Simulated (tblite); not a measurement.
# C3H8F2Si2: the cost of one run

Programs: tblite 0.8.0 and PySCF 2.14.0, with density-fitted response routines of our own. Each step states its level of theory. These are calculated values for one molecule, in the gas phase or a continuum, unless marked as measured. Atoms count from 0, in the outputs and in this text.

**1. The molecule as given**

15 atoms, charge 0, multiplicity 1; geometry from: force field or distance geometry start.

Bonds of the start (Å): F0–C1 1.38, C1–F2 1.40, C1–Si3 1.84, Si3–C4 1.86, C4–Si5 1.88, Si5–C6 1.88, C6–Si3 1.88, C1–H7 1.12, Si3–H8 1.44, C4–H9 1.12, C4–H10 1.09, Si5–H11 1.46, Si5–H12 1.48, C6–H13 1.10, C6–H14 1.10.

**2. Geometry optimisation with GFN2-xTB**

Job settings and geometry (Å):

```
{"job": {"kind": "relax", "xc": "GFN2-xTB", "basis": "xTB"}, "charge": 0, "multiplicity": 1}
F      1.752200    -0.298200     1.787600
C      1.971800    -0.172200     0.430600
F      3.151300     0.551400     0.244000
Si     0.560600     0.518400    -0.530900
C     -0.858400     1.201500     0.449400
Si    -1.563800    -0.542100     0.445400
C     -0.631300    -0.780800    -1.172100
H      2.206000    -1.187900     0.034300
H      1.002400     1.413700    -1.570700
H     -1.554600     1.826800    -0.167400
H     -0.654600     1.560000     1.454500
H     -3.015200    -0.601700     0.331600
H     -0.968300    -1.321100     1.547900
H     -0.208400    -1.793500    -1.286500
H     -1.194100    -0.366100    -2.019600
```

Run with:

```sh
> OMP_NUM_THREADS=1 python probes_run.py task.json out
```

This one command runs all jobs of the session in turn.

**Question.** How long does this first job take on 1 thread of Arm Neoverse N1, shared host, and how much memory does it need?

About 1.4 s, with a peak of 0.18 GiB.
